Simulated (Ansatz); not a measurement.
Ge2Sb2Te5:

```
Te Sb Ge
1.0
     4.29406    0.00000    0.00000
    -2.14703    3.71877    0.00000
     0.00000    0.00000   17.10135
Te Sb Ge
5 2 2
Direct
  0.66667 0.33333 0.41989
  0.33333 0.66667 0.58011
  0.33333 0.66667 0.20154
  0.66667 0.33333 0.79846
  0.00000 0.00000 0.00000
  0.00000 0.00000 0.32007
  0.00000 0.00000 0.67993
  0.66667 0.33333 0.10290
  0.33333 0.66667 0.89711
```

The cell comes from a database or a generator and needn't be the stable form of this composition.

Base run:

```yaml
Program: Ansatz 0.2.0
Functional: BLYP
Potentials_or_basis: Ansatz PAW
Cutoff: "420 eV (not typed: the program's choice for these potentials)"
k_mesh: 7 × 7 × 2
Occupations: fermi-dirac, width 0.05 eV
Spin: no spin polarisation
```

Its results: band gap on the k mesh 0.30 eV, direct; pressure 4.3 GPa; largest force 0.097 eV/Å.

After a change of settings the same cell gave: band gap on the k mesh 0.22 eV, direct; pressure -0.5 GPa; largest force 0.266 eV/Å. Which change was it?
A. functional from BLYP to revPBE
B. functional from BLYP to PBEsol
C. functional from BLYP to r2SCAN; cutoff from 420 eV (not typed: the program's choice for these potentials) to 500 eV (not typed: the program's choice for these potentials)
D. functional from BLYP to LDA

C.

Caveats: spin-orbit coupling is left out, which moves the levels of the heavy elements; the PAW data sets come from PBE, with cores solved anew for the run's functional, which leaves a small shift of forces and pressure.

Runs at the PBE level aren't shown here.
